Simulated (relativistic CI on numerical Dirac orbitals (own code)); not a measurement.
**Ru⁷⁺: L2,3 absorption multiplets**

Wanted: the shape of the L2,3 absorption spectrum of Ru⁷⁺ in 4 surroundings, from the same atomic integrals.

Method: Dirac-Coulomb-Breit CI, KLI orbitals optimised for each configuration, model QED (radiative potential, 1s self-energy scaled to tabulated hydrogen-like ionisation energies), valence Slater integrals scaled by 0.7, multiplet model of core-to-valence dipole absorption in a parametric crystal field. Code: relativistic CI on numerical Dirac orbitals (own code) version 1.

**1. The system**

- ion: Ru⁷⁺ (Ru VIII)
- nuclear charge: 44
- electrons: 37
- configurations: [Kr] 4d → [He] 2s2 2p5 3s2 3p6 3d10 4s2 4p6 4d2
- magnetising field for the dichroism, Lz and Sz: exchange field 10 meV on Sz; these come from the lowest magnetised state alone (0 K)
- temperature of the isotropic spectrum: 10 K
- widths: Lorentz 2.4 eV, Gauss 0.5 eV
- surrounding 1: D3d, 10Dq = 25950, Dsigma = 480, Dtau = 180 cm⁻¹
- surrounding 2: Td, 10Dq = -7200 cm⁻¹
- surrounding 3: Oh, 10Dq = 28500 cm⁻¹
- surrounding 4: D4h, 10Dq = 41250, Ds = 390, Dt = 570 cm⁻¹

**2. Surrounding 1: D3d, 10Dq = 25950, Dsigma = 480, Dtau = 180**

Settings, as recorded:

```ini
atom Ru  Z=44  charge=7  electrons=37
nucleus A=102  rms_radius_fm=4.4809
hamiltonian dirac-coulomb  breit=on  qed=on  c_scale=1
orbitals kli  potential=per-configuration
slater_scale 0.7
correlation none
mixing on
configurations
  [Kr] 4d
  [He] 2s2 2p5 3s2 3p6 3d10 4s2 4p6 4d2
end
absorption L2,3 T=10 lorentz=2.4 gauss=0.5
crystal_field D3d 10Dq=25950 Dsigma=480 Dtau=180
```

**3. Surrounding 2: Td, 10Dq = -7200**

The settings differ from step 2 so:

```diff
@@ -12,2 +12,2 @@
 absorption L2,3 T=10 lorentz=2.4 gauss=0.5
-crystal_field D3d 10Dq=25950 Dsigma=480 Dtau=180
+crystal_field Td 10Dq=-7200
```

**4. Surrounding 3: Oh, 10Dq = 28500**

The settings differ from step 3 so:

```diff
@@ -12,2 +12,2 @@
 absorption L2,3 T=10 lorentz=2.4 gauss=0.5
-crystal_field Td 10Dq=-7200
+crystal_field Oh 10Dq=28500
```

**5. Surrounding 4: D4h, 10Dq = 41250, Ds = 390, Dt = 570**

The settings differ from step 4 so:

```diff
@@ -12,2 +12,2 @@
 absorption L2,3 T=10 lorentz=2.4 gauss=0.5
-crystal_field Oh 10Dq=28500
+crystal_field D4h 10Dq=41250 Ds=390 Dt=570
```

(Steps that only read results are left out.)

Q: Predict the outcome of this session. Wanted: highest peak, first run; ground spin; share of the lower edge; core spin-orbit splitting.

The runs gave:

| surrounding | ground S | Lz (0 K) | Sz (0 K) | centroid (eV) | share of the lower edge | up to four highest peaks (% of the highest), eV |
| --- | --- | --- | --- | --- | --- | --- |
| 1: D3d | 0.50 | 0.03 | -0.40 | 2895.45 | 0.700 | 2855.5 (67), 2858.2 (100), 2983.5 (36), 2986.2 (33) |
| 2: Td | 0.50 | 0.92 | -0.47 | 2894.52 | 0.706 | 2857.0 (100), 2984.8 (36) |
| 3: Oh | 0.50 | 1.00 | -0.50 | 2894.81 | 0.705 | 2855.2 (67), 2858.5 (100), 2983.0 (34), 2986.5 (32) |
| 4: D4h | 0.50 | 0.31 | -0.36 | 2895.49 | 0.700 | 2854.5 (81), 2859.2 (100), 2982.8 (40), 2988.0 (33) |

| quantity | value |
| --- | --- |
| highest peak, first run | 2858.2 eV |
| ground spin (effective S from ⟨S²⟩) | 0.50 |
| share of the lower edge | 0.700 to 0.706 |
| core spin-orbit splitting (without Breit) | 133.35 eV |

**Reading.** The lower edge takes 0.70 of the intensity in surrounding 1, above the statistical 0.67. The position of the maximum differs by up to 2.2 eV between the surroundings, by shifts of peaks or by peaks exchanging rank. Edge positions are free-ion values and differ from those in solids by a few eV or more.
